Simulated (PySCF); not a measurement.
# Al2Cl7: the cost of one run

Program: PySCF 2.14.0. Level of theory: relaxation, b3lyp, def2-tzvpd, and further levels as typed in the inputs. These are calculated values, not measurements.

## 1. The system as given

Bond lengths: Cl1–Al2 2.283 Å, Cl1–Al3 2.283 Å, Al2–Cl4 2.100 Å, Al2–Cl5 2.100 Å, Al2–Cl6 2.100 Å, Al3–Cl7 2.100 Å, Al3–Cl8 2.100 Å, Al3–Cl9 2.100 Å. Angles: Cl1–Al2–Cl4 119.4°, Cl1–Al2–Cl5 119.4°, Cl1–Al2–Cl6 124.5°, Cl4–Al2–Cl5 118.1°, Cl4–Al2–Cl6 81.3°, Cl5–Al2–Cl6 81.3°, Al2–Cl1–Al3 122.4°, Cl1–Al3–Cl7 119.4°, Cl1–Al3–Cl8 119.4°, Cl1–Al3–Cl9 124.5°, Cl7–Al3–Cl8 118.1°, Cl7–Al3–Cl9 81.3°, Cl8–Al3–Cl9 81.3°.

Coordinates:

```xyz
9

Cl    0.0000    0.0000    0.0000
Al    2.0000    0.0000    1.1000
Al   -2.0000    0.0000    1.1000
Cl    3.0593    1.8008    1.3119
Cl    3.0593   -1.8008    1.3119
Cl    2.2090    0.0000    3.1896
Cl   -3.0593    1.8008    1.3119
Cl   -3.0593   -1.8008    1.3119
Cl   -2.2090    0.0000    3.1896
```

## 2. Relaxation: Al2Cl7, charge -1

Contents of run.py:

```python
from pyscf import gto, dft
from pyscf.geomopt.geometric_solver import optimize
mol = gto.M(atom="mol.xyz", basis="def2-tzvpd", charge=-1, verbose=4)
mf = dft.RKS(mol, xc="b3lyp").density_fit().run(conv_tol=1e-9)
m = optimize(mf, maxsteps=60)
print("optimised structure (A):")
for k in range(m.natm): print(m.atom_symbol(k), *(f"{x:.8f}" for x in m.atom_coords(unit="A")[k]))
```

Started as:

```bash
$ python run.py
```

**Question.** How long does this run take on 4 threads of Intel Xeon Platinum 8488C (Sapphire Rapids), shared host?

About 33 min.
